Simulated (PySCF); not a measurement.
# C6H10O2: the cost of one run

Programs: PySCF 2.14.0, with routines of our own; each step states its level. All values are computed. Atoms count from 0.

## (1) The system as given

18 atoms, charge 0, multiplicity 1; geometry from: GFN2-xTB.

## (2) Optimising the geometry at PBE0-D3(BJ)/def2-SVP

Job settings and geometry (Å):

```
{"job": {"xc": "PBE0", "basis": "def2-SVP", "d3": "d3bj", "grid": 1, "kind": "geom"}, "charge": 0, "multiplicity": 1}
C     -0.402878    -0.183875    -2.419178
C     -0.401080    -0.456241    -1.125494
C     -1.589725    -0.936129    -0.342397
C     -2.116120     0.166623     0.577148
O      0.721061    -0.362311    -0.305543
C      1.664973     0.577563    -0.466462
C      2.729439     0.420887     0.591484
O      1.656624     1.435531    -1.305362
H      0.467963     0.167798    -2.940080
H     -1.305618    -0.297232    -2.990702
H     -2.370366    -1.251465    -1.033862
H     -1.287041    -1.794570     0.261164
H     -1.346833     0.468822     1.284071
H     -2.410167     1.036467    -0.005971
H     -2.978997    -0.187564     1.135727
H      2.649067    -0.547732     1.074423
H      3.708956     0.542284     0.136910
H      2.601983     1.207462     1.332949
```

On the command line:

```bash
$ OMP_NUM_THREADS=1 python excited_run.py task.json out
```

One launch serves the whole session: the jobs run in the order shown.

**Question.** How long does this first job take on 1 thread of Arm Neoverse V1, shared host, and how much memory does it need?

About 3.2 min, with a peak of 0.7 GiB.
